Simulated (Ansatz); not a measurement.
C2H7NOSi, SMILES CN=CO[SiH3], a rigid torsion scan

Computed with the Python package of Ansatz (0.2.0).

At the Python prompt:
```pycon
>>> import ansatz as az
>>> from ase import Atoms
>>> atoms = Atoms(["C", "N", "C", "O", "Si", "H", "H", "H", "H", "H", "H", "H"], positions=[
...     (-1.2794, 0.7015, 1.6165),
...     (-0.5256, 0.0208, 0.6256),
...     (0.0974, 0.7733, -0.1963),
...     (1.0089, 0.3244, -1.1662),
...     (1.2231, -1.2899, -1.5104),
...     (-1.2663, 1.8526, 1.5136),
...     (-0.9788, 0.4753, 2.6181),
...     (-2.3393, 0.4756, 1.4879),
...     (0.1283, 1.8918, -0.1475),
...     (2.1614, -1.3638, -2.6178),
...     (1.8603, -1.9521, -0.3164),
...     (-0.013, -1.9647, -1.8731),
... ])
>>> first = (
...     az.Crystal.molecule_from_ase(atoms).calculation()
...     .basis(gaussian="cc-pVDZ")
...     .functional("b3lyp")
...     .relax(force_tolerance=0.02, max_steps=80)
... )
>>> atoms.positions = first.run(threads=1, pin="off").report["positions_ang"]
>>> start = atoms.get_dihedral(1, 2, 3, 4)
>>> energies = {}
>>> for turn in range(0, 360, 30):
...     turned = atoms.copy()
...     turned.set_dihedral(1, 2, 3, 4, start + turn, indices=[3, 4, 9, 10, 11])
...     model = (
...         az.Crystal.molecule_from_ase(turned).calculation()
...         .basis(gaussian="cc-pVDZ")
...         .functional("b3lyp")
...     )
...     energies[round((start + turn) % 360)] = model.run(threads=1, pin="off").report["free_energy_ev"]
...
>>> floor = min(energies.values())
>>> print("dihedral N1-C2-O3-Si4 (deg)   E - E(min) (kcal/mol)")
dihedral N1-C2-O3-Si4 (deg)   E - E(min) (kcal/mol)
>>> for angle, e in sorted(energies.items()):
...     print(f"{angle:8d} {23.060548 * (e - floor):14.3f}  " + "#" * int(30 * (e - floor) / max(max(energies.values()) - floor, 1e-9)))
...
       0          0.000
      30          2.810  #########
      60          6.888  ######################
      90          9.016  #############################
     120          9.179  #############################
     150          8.403  ###########################
     180          8.022  ##########################
     210          8.413  ###########################
     240          9.185  ##############################
     270          8.999  #############################
     300          6.864  ######################
     330          2.803  #########
```

Reading the output:
- The scan is rigid and the energies are electronic, in a modest basis. With rigid groups the curve can differ much from the relaxed path, the start wasn't checked as a minimum of this torsion, and equivalent turns needn't return to the same energy.
- b3lyp holds the VWN-RPA fit, as in Gaussian; the form of ORCA and Turbomole is b3lyp5.
- It ran for 38 s on 1 thread of AMD EPYC 9R45 (Zen 5) (shared host), peak memory 0.32 GiB.
